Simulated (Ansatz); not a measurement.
# B₂H₆OSi: up Jacob's ladder to CCSD(T)

An exercise on one series of results from a longer session: the logs are not shown, and one member is left open.

Method: functionals in def2-TZVPP, the program's frozen cores in correlated methods; program: Ansatz 0.2.0, Gaussian basis.

Plan: LDA (SPW92), PBE-D4, revPBE-D4, BLYP-D4, r2SCAN-D4, B97M-V, PBE0-D4, B3LYP-D4, r2SCANh-D4, r2SCAN0-D4, HSE06-D4, BHLYP-D4, CAM-B3LYP-D4, LC-ωPBE, ωB97X-V, ωB97M-V, B2PLYP, PBE-QIDH; CCSD(T)/def2-SVP; CCSD(T)/def2-TZVPP; MP2/def2-QZVPP; extrapolation to the limit; RPA on PBE.

**Structure used throughout**

The geometry comes from an earlier relaxation with PBE0-D4 in a triple-zeta def2 set; it is a stationary point, not always the lowest conformer.

SMILES `OBB[SiH3]`, 10 atoms, charge 0, spin multiplicity 1.

Atoms are counted from 1 here; the program's logs count them from 0.

Bond lengths: O1–B2 1.357 Å, O1–H5 0.960 Å, B2–B3 1.661 Å, B2–H6 1.215 Å, B3–Si4 2.012 Å, B3–H7 1.200 Å, Si4–H8 1.489 Å, Si4–H9 1.495 Å, Si4–H10 1.490 Å. Angles: B2–O1–H5 113.4°, O1–B2–B3 124.6°, O1–B2–H6 119.0°, B3–B2–H6 116.4°, B2–B3–Si4 123.2°, B2–B3–H7 121.2°, Si4–B3–H7 115.6°, B3–Si4–H8 114.8°, B3–Si4–H9 105.2°, B3–Si4–H10 112.9°, H8–Si4–H9 107.7°, H8–Si4–H10 108.1°, H9–Si4–H10 107.8°.

Set-up of the first run:

The input, in.yaml:

```yaml
crystal:
  periodic: [false, false, false]
  atoms:
    - {symbol: O, position_ang: [-1.411429, 0.934889, -1.680607]}
    - {symbol: B, position_ang: [-0.730418, 1.158323, -0.528464]}
    - {symbol: B, position_ang: [0.691883, 0.408537, -0.113064]}
    - {symbol: Si, position_ang: [0.764805, -1.346075, 0.869510]}
    - {symbol: H, position_ang: [-2.225626, 1.439682, -1.746934]}
    - {symbol: H, position_ang: [-1.189331, 1.934122, 0.286136]}
    - {symbol: H, position_ang: [1.753371, 0.924384, -0.331453]}
    - {symbol: H, position_ang: [-0.536248, -1.800525, 1.432653]}
    - {symbol: H, position_ang: [1.192906, -2.350170, -0.151660]}
    - {symbol: H, position_ang: [1.773188, -1.354568, 1.966682]}
basis:
  gaussian: {orbitals: def2-TZVPP}
hamiltonian: {xc: lda}
output: {orbitals: {seedname: orbitals}}
```

Launch:

```
ansatz run in.yaml --threads 2 --pin off --events-out ev --progress --plain --max-ram 4352MiB
```

Steps of the session up to this table: LDA; PBE-D4 (GGA); revPBE-D4 (GGA); BLYP-D4 (GGA); r2SCAN-D4 (meta-GGA); B97M-V (meta-GGA); B3LYP-D4 (hybrid); r2SCANh-D4 (hybrid); r2SCAN0-D4 (hybrid); HSE06-D4 (hybrid); BHLYP-D4 (hybrid); CAM-B3LYP-D4 (range-separated); LC-ωPBE (range-separated); ωB97X-V (range-separated); ωB97M-V (range-separated); B2PLYP (double hybrid); PBE-QIDH (double hybrid).

One of the session's tables, all rows but one given; the rest of the session is left out.

It belongs to the step «Orbital energies across the functionals». 

```
  functional  HOMO (eV)  LUMO (eV)  gap (eV)
 LDA (SPW92)      -6.49      -3.50      2.99
      PBE-D4      -6.42      -3.25      3.17
   revPBE-D4      -6.39      -3.14      3.24
     BLYP-D4      -6.33      -3.06      3.27
   r2SCAN-D4      -6.67      -2.95      3.73
      B97M-V      -6.81      -3.07      3.74
     PBE0-D4      -7.69      -2.28      5.41
    B3LYP-D4      -7.50      -2.46      5.05
  r2SCANh-D4      -7.14      -2.61      4.53
  r2SCAN0-D4      -7.85      -2.11      5.74
    HSE06-D4      -7.29      -2.66      4.62
    BHLYP-D4      -8.88      -1.19      7.69
CAM-B3LYP-D4      -9.07      -1.12      7.95
     LC-ωPBE          ?          ?         ?
     ωB97X-V     -10.06      -0.06     10.00
     ωB97M-V      -9.87      -0.31      9.56
```

Estimate the missing values for LC-ωPBE.

**Answer.** HOMO (eV): -10.41; LUMO (eV): 0.06; gap (eV): 10.46. In the column «HOMO (eV)» it is the lowest.
